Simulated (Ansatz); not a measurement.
# Sr2MgAl3: the cost of one run

Program: Ansatz 0.2.0. Level of theory: DFT, levels as named, plane waves, PAW. These are calculated values, not measurements.

### Step 1. The structure to begin with

It takes space group P6_3/mmc (No. 194, hexagonal). Conventional cell: a = 6.370 Å, b = 6.370 Å, c = 10.140 Å, α = 90.00°, β = 90.00°, γ = 120.00°. Around Sr (site symmetry 3m) lie 9 Al at 3.64 to 3.72 Å and 3 Mg at 3.73 Å and 4 Sr at 3.86 to 3.87 Å. Mg (site symmetry -3m) is surrounded by 6 Al at 3.13 Å. Around Al (site symmetry mm2) lie 2 Mg at 3.13 Å and 4 Al at 3.18 to 3.19 Å and 6 Sr at 3.64 to 3.72 Å.

As a file:

```cif
data_structure
_symmetry_space_group_name_H-M 'P 1'
_symmetry_Int_Tables_number 1
_cell_length_a 6.3699
_cell_length_b 6.3699
_cell_length_c 10.1400
_cell_angle_alpha 90.000
_cell_angle_beta 90.000
_cell_angle_gamma 120.000
_cell_volume 356.31
loop_
_atom_site_label
_atom_site_type_symbol
_atom_site_fract_x
_atom_site_fract_y
_atom_site_fract_z
_atom_site_occupancy
Sr1 Sr 0.33333 0.66667 0.05962 1
Sr2 Sr 0.66667 0.33333 0.55962 1
Sr3 Sr 0.33333 0.66667 0.44038 1
Sr4 Sr 0.66667 0.33333 0.94038 1
Mg1 Mg 0.00000 0.00000 0.00000 1
Mg2 Mg 0.00000 0.00000 0.50000 1
Al1 Al 0.83360 0.66720 0.25000 1
Al2 Al 0.16640 0.83360 0.75000 1
Al3 Al 0.33280 0.16640 0.25000 1
Al4 Al 0.16640 0.33280 0.75000 1
Al5 Al 0.83360 0.16640 0.25000 1
Al6 Al 0.66720 0.83360 0.75000 1
```

### Step 2. Relaxation with PBE

input.yaml reads:

```yaml
crystal:
  lattice:
    - [6.3699, 0.0, 0.0]
    - [-3.18495, 5.51649522, 0.0]
    - [0.0, 0.0, 10.14]
  atoms:
    - { symbol: Sr, position: [0.33333333, 0.66666667, 0.05962] }
    - { symbol: Sr, position: [0.66666667, 0.33333333, 0.55962] }
    - { symbol: Sr, position: [0.33333333, 0.66666667, 0.44038] }
    - { symbol: Sr, position: [0.66666667, 0.33333333, 0.94038] }
    - { symbol: Mg, position: [0.0, 0.0, 0.0] }
    - { symbol: Mg, position: [0.0, 0.0, 0.5] }
    - { symbol: Al, position: [0.8336, 0.6672, 0.25] }
    - { symbol: Al, position: [0.1664, 0.8336, 0.75] }
    - { symbol: Al, position: [0.3328, 0.1664, 0.25] }
    - { symbol: Al, position: [0.1664, 0.3328, 0.75] }
    - { symbol: Al, position: [0.8336, 0.1664, 0.25] }
    - { symbol: Al, position: [0.6672, 0.8336, 0.75] }
  symmetry: { tolerance: 0.0003 }
hamiltonian:
  xc: pbe
  pseudopotentials: { kind: paw, azcp: { folder: soft_1 } }
basis:
  ecutwfc: 420
magnetization:
  spin_polarized: false
scf:
  occupations: { method: fermi_dirac, width: 0.1 }
kpoints:
  mp_grid: { grid: [6, 6, 3], shift: [0, 0, 0] }
output:
  forces: true
  stress: true
  eigenvalues: true
relax:
  max_steps: 60
  cell: {}
```

Launch:

```bash
> ansatz run input.yaml --threads 4 --pin off --max-ram 10240MiB --backend cpu --events-out ev --progress --plain --runs-dir out
```

**Question.** How long does this run take on 4 threads of Intel Xeon 6975P-C (Granite Rapids), shared host, and how much memory does it need?

About 20 s, with a peak of 0.87 GiB.
